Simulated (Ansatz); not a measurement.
Crystal: HfIn4SiO6.

```
CELL_PARAMETERS angstrom
3.23023 -5.57768 -0.02470
3.23023 5.57768 -0.02470
-1.49068 0.00000 6.32030
ATOMIC_POSITIONS crystal
Hf 0.10178 0.10178 0.00912
In 0.79222 0.48204 0.00818
In 0.48204 0.79222 0.00818
In 0.54472 0.21983 0.48398
In 0.21983 0.54472 0.48398
Si 0.85433 0.85433 0.44523
O 0.83500 0.58822 0.38104
O 0.58822 0.83500 0.38104
O 0.02899 0.02899 0.29500
O 0.97920 0.97920 0.69555
O 0.42852 0.14514 0.07435
O 0.14514 0.42852 0.07435
```

The cell was built by a generator and needn't be a form met in nature.

Base run:

```yaml
Program: Ansatz 0.2.0
Functional: PBE
Potentials_or_basis: all-electron LAPW, scalar-relativistic
Cutoff: 495 eV (chosen from the basis error)
Basis_error_allowed: 0.002 eV/atom
k_mesh: 4 × 4 × 3
Occupations: fermi-dirac, width 0.05 eV
Spin: no spin polarisation
Hubbard_terms: Hf d U = 3 eV
```

Its results: band gap on the k mesh 0.53 eV, indirect (least direct gap 0.78 eV); pressure 0.5 GPa; largest force 0.337 eV/Å.

After a change of settings the same cell gave: band gap on the k mesh 0.50 eV, indirect (least direct gap 0.73 eV); pressure 1.2 GPa; largest force 0.736 eV/Å. Which change was it?
A. k mesh from 4 × 4 × 3 to 3 × 3 × 2; hubbard terms from Hf d U = 3 eV to none
B. hubbard terms from Hf d U = 3 eV to Hf d U = 6 eV
C. hubbard terms from Hf d U = 3 eV to none

B.

Caveats: U is the effective U less J, on atomic orbitals that reach past the spheres; spin-orbit coupling is left out, which moves the levels of the heavy elements; an odd mesh through Γ misses points on the zone boundary, where band edges often lie.
